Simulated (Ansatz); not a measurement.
**CH3BrClGaO: two torsions**

Aim: map the energy of CH₃BrClGaO, SMILES C[O][Ga]([Cl])[Br] over two coordinates, and find its wells, ridges and stiffness.

Program: Ansatz 0.2.0. Level of theory: RKS PBE0-D4/def2-SVP. These are calculated values, not measurements.

## Step 1: The system as given

SMILES `C[O][Ga]([Cl])[Br]`, 8 atoms, charge 0, spin multiplicity 1.

Atoms are counted from 1 here; the program's logs count them from 0.

Bond lengths: C1–O2 1.421 Å, C1–H6 1.112 Å, C1–H7 1.113 Å, C1–H8 1.112 Å, O2–Ga3 1.785 Å, Ga3–Cl4 2.156 Å, Ga3–Br5 2.274 Å. Angles: O2–C1–H6 109.5°, O2–C1–H7 113.7°, O2–C1–H8 109.6°, H6–C1–H7 108.0°, H6–C1–H8 107.9°, H7–C1–H8 108.0°, C1–O2–Ga3 122.9°, O2–Ga3–Cl4 119.2°, O2–Ga3–Br5 118.7°, Cl4–Ga3–Br5 122.2°.

Geometry (Å):

```mol
CH3BrClGaO
  3D, bonds by distance, orders not assigned

  8  7  0  0  0  0  0  0  0  0999 V2000
   -0.4172   -0.5017    1.1471 C   0  0
   -0.2297    0.6636    0.3555 O   0  0
    0.4612    0.6162   -1.2893 Ga  0  0
    1.0474   -1.2814   -2.1281 Cl  0  0
    0.6974    2.5694   -2.4293 Br  0  0
    0.1492   -0.3994    2.0988 H   0  0
   -0.0849   -1.4398    0.6492 H   0  0
   -1.4949   -0.6108    1.3998 H   0  0
  1  2  8  0
  1  6  8  0
  1  7  8  0
  1  8  8  0
  2  3  8  0
  3  4  8  0
  3  5  8  0
M  END
```

This geometry comes from a loose relaxation at PBE in a small basis, which is not shown.

## Step 3: Setting up the map

The axes are (1) dihedral C1–O2–Ga3–Cl4: 12 values from −180 to 150 °, periodic; (2) dihedral H6–C1–O2–Ga3: 13 values from 31 to 211 °.

Nothing else is relaxed (all other coordinates rigid). Energies count from the relaxed molecule at the same level. Points are written as (first, second).

(The set-up runs are not shown.)

## Step 4: The run at (0°, 121°)

The input, input.yaml:

```yaml
crystal:
  periodic: [false, false, false]
  atoms:
    - { symbol: C, position_ang: [-0.417128, -0.499238, 1.144922] }
    - { symbol: O, position_ang: [-0.220805, 0.634903, 0.339719] }
    - { symbol: Ga, position_ang: [0.461996, 0.612416, -1.283539] }
    - { symbol: Cl, position_ang: [1.050301, -1.256513, -2.133293] }
    - { symbol: Br, position_ang: [0.693662, 2.550658, -2.410997] }
    - { symbol: H, position_ang: [0.14557, -0.389549, 2.087531] }
    - { symbol: H, position_ang: [-0.094171, -1.439213, 0.662751] }
    - { symbol: H, position_ang: [-1.486471, -0.596818, 1.39831] }
basis:
  gaussian: { orbitals: def2-SVP }
hamiltonian:
  xc: pbe0
  dispersion: d4
output:
  forces: true
```

Run with:

```
$ ansatz run input.yaml --threads 1 --pin off --max-ram 2560MiB --backend cpu --events-out ev --progress --plain --runs-dir out
```

The session goes on with these runs: the other points that were computed.

**Question.** What will these runs give? Wanted: lowest point; highest computed point; largest force on an atom; dipole moment.

The runs gave:

```
                       quantity                                                                 value
                   lowest point                                                     (0°, 121°), 0 meV
         highest computed point                                (−90°, 121°), 211 meV above the lowest
largest force on an atom (eV/Å)   0.00 at (0°, 121°) to 0.55 at (−30°, 31°); 0.00 at the lowest point
              dipole moment (D)  1.25 at (0°, 121°) to 1.70 at (−180°, 61°); 1.25 at the lowest point
        time for the whole task                                       24 min on 1 thread, shared host
```

**Reading.** The lowest computed point is at (0°, 121°), 0 meV from the relaxed molecule at the same level. A higher local minimum lies near (−180°, 121°) (3.0 meV above the lowest at that grid point). The highest computed point, (−90°, 121°), lies 211 meV above the lowest. On the interpolated surface the easiest way out of the lowest well to the well at (−180°, 121°) passes a barrier of about 180 meV. Round the minimum the valley is somewhat tilted: raising dihedral C1–O2–Ga3–Cl4 shifts the best value of dihedral H6–C1–O2–Ga3 downwards (coupling k₁₂/√(k₁₁k₂₂) about 0.5).
